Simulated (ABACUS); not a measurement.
Runs of ABACUS 3.10.1 on NaTb2Sc2FeO9. The typed cell holds 15 atoms: a = 5.426 Å, b = 5.433 Å, c = 7.038 Å, α = 89.91°, β = 89.97°, γ = 60.99°. The cell was built by a generator and needn't be a form met in nature.

```csv
task,level,potentials or basis,U,k mesh,cutoff (eV),SCF threshold on the density,max SCF steps,eigensolver,mixing share,symmetry key,mesh quality,gap on the mesh (eV),moment (μB),largest force (eV/Å)
single point,LDA,"PseudoDojo NC SR 0.4.1 PBE standard, lanthanides 3+ (f in core), DZP LCAO (the cutoffs set its grid)",-,6 × 6 × 4,1361,1e-07,100,genelpa,0.4,1,not flagged,0.69,3.00,0.25
single point,PBE+U,"PseudoDojo NC SR 0.4.1 PBE standard, lanthanides 3+ (f in core), DZP LCAO (the cutoffs set its grid)","Fe d U = 8 eV, Sc d U = 8 eV",3 × 3 × 2,1361,1e-06,120,genelpa,0.2,-1,coarse,0.30,3.00,1.97
single point,PBE+U,"PseudoDojo NC SR 0.4.1 PBE standard, lanthanides 3+ (f in core), DZP LCAO (the cutoffs set its grid)","Fe d U = 2 eV, Sc d U = 2 eV",3 × 3 × 2,1361,1e-06,120,genelpa,0.2,-1,coarse,1.19,3.00,0.34
single point,PBEsol,"PseudoDojo NC SR 0.4.1 PBE standard, lanthanides 3+ (f in core), DZP LCAO (the cutoffs set its grid)",-,6 × 6 × 4,1361,1e-07,100,genelpa,0.4,1,not flagged,(b),3.00,0.14
single point,PBE,"PseudoDojo NC SR 0.4.1 PBE standard, lanthanides 3+ (f in core), TZDP LCAO (the cutoffs set its grid)",-,6 × 6 × 4,1361,1e-07,100,genelpa,0.4,1,not flagged,0.88,3.00,0.09
single point,PBE+U,"PseudoDojo NC SR 0.4.1 PBE standard, lanthanides 3+ (f in core), DZP LCAO (the cutoffs set its grid)","Fe d U = 6 eV, Sc d U = 6 eV",3 × 3 × 2,1361,1e-06,120,genelpa,0.2,-1,coarse,0.48,3.00,1.32
single point,PBE+U,"PseudoDojo NC SR 0.4.1 PBE standard, lanthanides 3+ (f in core), DZP LCAO (the cutoffs set its grid)","Fe d U = 4 eV, Sc d U = 4 eV",3 × 3 × 2,1361,1e-06,120,genelpa,0.2,-1,coarse,(a),3.00,0.72
single point,RPBE,"PseudoDojo NC SR 0.4.1 PBE standard, lanthanides 3+ (f in core), DZP LCAO (the cutoffs set its grid)",-,6 × 6 × 4,1361,1e-07,100,genelpa,0.4,1,not flagged,0.87,3.00,0.26
single point,PBE,"PseudoDojo NC SR 0.4.1 PBE standard, lanthanides 3+ (f in core), plane waves",-,4 × 4 × 3,1225,1e-08,100,dav,0.4,1,not flagged,0.93,3.00,0.05
single point,PBE,"PseudoDojo NC SR 0.4.1 PBE standard, lanthanides 3+ (f in core), DZP LCAO (the cutoffs set its grid)",-,4 × 4 × 3,1361,1e-07,100,genelpa,0.4,1,not flagged,0.87,3.00,0.18
```

Alike in all rows: spin collinear, ferromagnetic start; cell as given; smearing fermi-dirac 0.05 eV.

Q: Estimate the missing entries.

A: (a) 0.79; (b) 0.80.

Caveats: some runs use coarse meshes; the magnetic or orbital state may not be the lowest; spin-orbit coupling is left out, which moves the levels of the heavy elements; the 4f electrons are frozen in the core as for a trivalent ion, so they carry no moment and show no levels; a cell with one magnetic atom can't hold antiferromagnetic order, which such compounds often take; the atomic orbitals were generated for these runs and aren't a published set (some runs); the basis of atomic orbitals isn't converged, which shifts pressures, moduli and gaps (some runs).

A k mesh can miss the band edges, and the runs leave out spin-orbit coupling on Tb.

Not every run made on this cell is shown here.
